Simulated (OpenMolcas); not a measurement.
# Pt⁶⁺ among point charges: CASSCF and CASPT2 levels and susceptibility

How does a field of 4 point charges split the states of Pt⁶⁺, and what χT follows?

The numbers are computed with OpenMolcas 26.06 (state-averaged CASSCF and CASPT2, spin-orbit coupling by RASSI with atomic mean-field integrals), except any that are marked as measured or tabulated.

### 1 What is computed

```
Species                           : Pt⁶⁺ (platinum, Z = 78, 72 electrons)
Basis                             : ANO-RCC-VDZP [7s6p4d2f], 59 functions
Scalar Hamiltonian                : DKH2, point nucleus
Inactive shells                   : 1s 2s 2p 3s 3p 3d 4s 4p 4d 4f 5s 5p
Active space                      : 4 electrons in 5 orbitals (5d)
Some configurations of this space : 5d⁴
Orbitals                          : optimised for each spin and parity, averaged over all roots
```

Outer shells as boxes (Hund's rule):

5d4
```
5d [↑ ][↑ ][↑ ][↑ ][  ]
```

The ion sits among 4 point charges of -2 e arranged as a tetrahedron (Td), 1.99 Å from the ion.

Each step is its own input file, run in one work folder so that later steps find the files of earlier ones. Labels, J, g values, rates, χT and fits are worked out afterwards by a script from the matrices that RASSI stores.

### 2 One- and two-electron integrals

Input file a.inp:

```
&GATEWAY
Coord
1

Pt 0.0 0.0 0.0
Basis=ANO-RCC-VDZP
Group=NoSym
NoMove
AngMom=0.0 0.0 0.0
AMFI
XField
4 Angstrom 0
1.148927 1.148927 1.148927 -2.000000
1.148927 -1.148927 -1.148927 -2.000000
-1.148927 1.148927 -1.148927 -2.000000
-1.148927 -1.148927 1.148927 -2.000000
&SEWARD
```

Run with:

```console
> OMP_NUM_THREADS=1 MOLCAS_MEM=1689 MOLCAS_PROJECT=a pymolcas a.inp > a.log
```

### 3 Reference wave functions, quintets, 5 roots

Input file a.inp:

```
&RASSCF
FileOrb=start.orb
Symmetry=1
Spin=5
nActEl=4 0 0
Inactive=34
Ras2=5
CIRoot=5 5 1
SDav=5
CIMx=300
Iter=120 100
PrWF=0.3
OrbListing=Nothing
MaxOrb=0
>>> COPY $Project.JobIph JOB001
```

start.orb holds the contracted functions of the basis, ordered by shell, or the orbitals of the step before.

### 4 CASSCF: triplets, 45 roots

Input file a.inp:

```
&RASSCF
FileOrb=start.orb
Symmetry=1
Spin=3
nActEl=4 0 0
Inactive=34
Ras2=5
CIRoot=45 45 1
SDav=45
CIMx=300
Iter=120 100
PrWF=0.3
OrbListing=Nothing
MaxOrb=0
>>> COPY $Project.JobIph JOB002
```

### 5 CASSCF: singlets, 50 roots

Input file a.inp:

```
&RASSCF
FileOrb=start.orb
Symmetry=1
Spin=1
nActEl=4 0 0
Inactive=34
Ras2=5
CIRoot=50 50 1
SDav=50
CIMx=300
Iter=120 100
PrWF=0.3
OrbListing=Nothing
MaxOrb=0
>>> COPY $Project.JobIph JOB003
```

### 6 State interaction with spin-orbit coupling

Input file a.inp:

```
&RASSI
NrOfJobIphs=3 5 45 50
1 2 3 4 5
1 2 3 4 5 6 7 8 9 10 11 12 13 14 15 16 17 18 19 20 21 22 23 24 25 26 27
28 29 30 31 32 33 34 35 36 37 38 39 40 41 42 43 44 45
1 2 3 4 5 6 7 8 9 10 11 12 13 14 15 16 17 18 19 20 21 22 23 24 25 26 27
28 29 30 31 32 33 34 35 36 37 38 39 40 41 42 43 44 45 46 47 48 49 50
IphNames
JOB001
JOB002
JOB003
EJob
SpinOrbit
DIPRint=1.0
SOCoupling=1000.0
Subsets=2
Property=9
'ANGMOM' 1 'ANGMOM' 2 'ANGMOM' 3 'MLTPL  1' 1 'MLTPL  1' 2 'MLTPL  1' 3
'AMFI' 1 'AMFI' 2 'AMFI' 3
SOProperty=3
'ANGMOM' 1 'ANGMOM' 2 'ANGMOM' 3
```

### 7 CASPT2: IPEA 0.25, imaginary shift 0.1 (closed shells correlated: 4f 5s 5p)

Input file a.inp:

```
>>> COPY JOB001 $Project.JobIph
&CASPT2
Multistate=5 1 2 3 4 5
NoMult
Frozen=23
IPEA=0.25
Imaginary=0.1
MaxIter=60
WThr=0.0 0.3 0.05
PrWF=0.5
NoMix
>>> COPY JOB002 $Project.JobIph
&CASPT2
Multistate=45 1 2 3 4 5 6 7 8 9 10 11 12 13 14 15 16 17 18 19 20 21 22
23 24 25 26 27 28 29 30 31 32 33 34 35 36 37 38 39 40 41 42 43 44 45
NoMult
Frozen=23
IPEA=0.25
Imaginary=0.1
MaxIter=60
WThr=0.0 0.3 0.05
PrWF=0.5
NoMix
>>> COPY JOB003 $Project.JobIph
&CASPT2
Multistate=50 1 2 3 4 5 6 7 8 9 10 11 12 13 14 15 16 17 18 19 20 21 22
23 24 25 26 27 28 29 30 31 32 33 34 35 36 37 38 39 40 41 42 43 44 45 46
47 48 49 50
NoMult
Frozen=23
IPEA=0.25
Imaginary=0.1
MaxIter=60
WThr=0.0 0.3 0.05
PrWF=0.5
NoMix
```

(Steps that only read results are left out.)

**Question.** What will these runs give? Wanted: spin-free ground state; first state of the same spin within the active space; lowest level; next level.

As calculated:

| quantity | value |
| --- | --- |
| method | SS-CASPT2, IPEA 0.25, imaginary shift 0.1 (closed shells correlated: 4f 5s 5p) |
| spin-free ground state | 5T2, 3-fold in its orbital part |
| first state of the same spin within the active space | 5E at 2730 cm⁻¹ |
| lowest level | 1-fold A1 |
| next level | 7943.7 cm⁻¹ |
| χT at 300 K | 0.03 cm³ K/mol |
| effective moment at 300 K | 0.48 μB |

Cost by method:

```csv
method,time of its own steps,time with the reference
A. CASSCF,36 s,36 s
"B. SS-CASPT2, IPEA 0.25, imaginary shift 0.1, +4f 5s 5p",23 s,59 s
```

Times are of one thread on a shared host.

**Reading.** The spin-free ground state (5T2) comes to 100 % from free-ion D terms and keeps the highest spin of the shell. χT at 300 K is 0.03, against 3.01 cm³ K/mol for the spin alone, so spin-orbit coupling lowers it. An active space of the d shell alone favours high spin; real ions in strong fields can be low spin. CASPT2 does not keep the components of a term degenerate, and the means are used. The field of point charges can differ much from that of real complexes. Point charges carry no covalency, so the field is a model and not that of real ligands.
